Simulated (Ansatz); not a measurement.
**CH6Cl2OSi2: a ladder of functionals and wavefunction methods**

An exercise on one series of results from a longer session: the logs are not shown, and one member is left open.

Program: Ansatz 0.2.0, Gaussian basis. Level of theory: functionals in def2-TZVPP, the program's frozen cores in correlated methods. These are calculated values, not measurements.

The runs, in order: LDA (SPW92), PBE-D4, revPBE-D4, BLYP-D4, r2SCAN-D4, B97M-V, PBE0-D4, B3LYP-D4, r2SCANh-D4, r2SCAN0-D4, HSE06-D4, BHLYP-D4, CAM-B3LYP-D4, LC-ωPBE, ωB97X-V, ωB97M-V, B2PLYP, PBE-QIDH; CCSD(T)/def2-SVP; CCSD(T)/def2-TZVPP; MP2/def2-QZVPP; extrapolation to the limit.

2 further runs of the same task are left out: 2 set aside as unsound or not needed.

## Structure used throughout

An earlier PBE0-D4 in a triple-zeta def2 set relaxation fixed the geometry.

SMILES `CO[Si]([SiH3])(Cl)Cl`, 12 atoms, charge 0, spin multiplicity 1.

Atoms are counted from 1 here; the program's logs count them from 0.

Bond lengths: C1–O2 1.416 Å, C1–H7 1.090 Å, C1–H8 1.093 Å, C1–H9 1.093 Å, O2–Si3 1.620 Å, Si3–Si4 2.327 Å, Si3–Cl5 2.058 Å, Si3–Cl6 2.058 Å, Si4–H10 1.485 Å, Si4–H11 1.485 Å, Si4–H12 1.485 Å. Angles: O2–C1–H7 107.7°, O2–C1–H8 110.8°, O2–C1–H9 110.8°, H7–C1–H8 109.1°, H7–C1–H9 109.1°, H8–C1–H9 109.2°, C1–O2–Si3 126.7°, O2–Si3–Si4 109.2°, O2–Si3–Cl5 109.8°, O2–Si3–Cl6 109.8°, Si4–Si3–Cl5 110.9°, Si4–Si3–Cl6 110.9°, Cl5–Si3–Cl6 106.3°, Si3–Si4–H10 108.3°, Si3–Si4–H11 109.3°, Si3–Si4–H12 109.3°, H10–Si4–H11 109.9°, H10–Si4–H12 109.9° and more.

Set-up of the first run:

The input, in.yaml:

```yaml
crystal:
  periodic: [false, false, false]
  atoms:
    - {symbol: C, position_ang: [-1.477477, -1.510372, 0.928036]}
    - {symbol: O, position_ang: [-0.616720, -0.840231, 0.025365]}
    - {symbol: Si, position_ang: [0.243489, 0.499528, 0.322695]}
    - {symbol: Si, position_ang: [1.449828, 1.074723, -1.582829]}
    - {symbol: Cl, position_ang: [1.502263, 0.178249, 1.918668]}
    - {symbol: Cl, position_ang: [-1.017507, 2.026710, 0.881615]}
    - {symbol: H, position_ang: [-1.894953, -2.373255, 0.409585]}
    - {symbol: H, position_ang: [-0.926747, -1.853078, 1.808211]}
    - {symbol: H, position_ang: [-2.292491, -0.854958, 1.246844]}
    - {symbol: H, position_ang: [2.230158, 2.302485, -1.286697]}
    - {symbol: H, position_ang: [2.369537, -0.036466, -1.935731]}
    - {symbol: H, position_ang: [0.507819, 1.331563, -2.701661]}
basis:
  gaussian: {orbitals: def2-TZVPP}
hamiltonian: {xc: lda}
output: {orbitals: {seedname: orbitals}}
```

Command:

```bash
> ansatz run in.yaml --threads 2 --pin off --events-out ev --progress --plain --max-ram 32768MiB --backend cpu
```

Steps of the session up to this table: LDA; PBE-D4 (GGA); revPBE-D4 (GGA); BLYP-D4 (GGA); r2SCAN-D4 (meta-GGA); B97M-V (meta-GGA); B3LYP-D4 (hybrid); r2SCANh-D4 (hybrid); r2SCAN0-D4 (hybrid); HSE06-D4 (hybrid); BHLYP-D4 (hybrid); CAM-B3LYP-D4 (range-separated); LC-ωPBE (range-separated); ωB97X-V (range-separated); ωB97M-V (range-separated); B2PLYP (double hybrid); PBE-QIDH (double hybrid).

One of the session's tables, all rows but one given; the rest of the session is left out.

It belongs to the step «Frontier levels by functional». 

```
  functional  HOMO (eV)  gap (eV)
 LDA (SPW92)      -7.38      6.08
      PBE-D4      -7.27      6.19
   revPBE-D4      -7.22      6.23
     BLYP-D4      -7.12      6.25
   r2SCAN-D4      -7.57      6.76
      B97M-V      -7.68      6.72
     PBE0-D4      -8.47      8.26
    B3LYP-D4          ?         ?
  r2SCANh-D4      -8.00      7.50
  r2SCAN0-D4      -8.65      8.61
    HSE06-D4      -8.07      7.49
    BHLYP-D4      -9.56     10.39
CAM-B3LYP-D4      -9.75     10.69
     LC-ωPBE     -11.06     13.08
     ωB97X-V     -10.74     12.65
     ωB97M-V     -10.50     12.15
```

Estimate the missing values for B3LYP-D4.

Worked estimate for «HOMO (eV)». Against the share of exact exchange, BLYP-D4 (0, -7.12), BHLYP-D4 (0.5, -9.56) give a slope of -4.88 per unit share; at 0.2 the line stands at -8.10.

The run gave: HOMO (eV): -8.25; gap (eV): 7.90. In «HOMO (eV)» the line misses by +0.15.
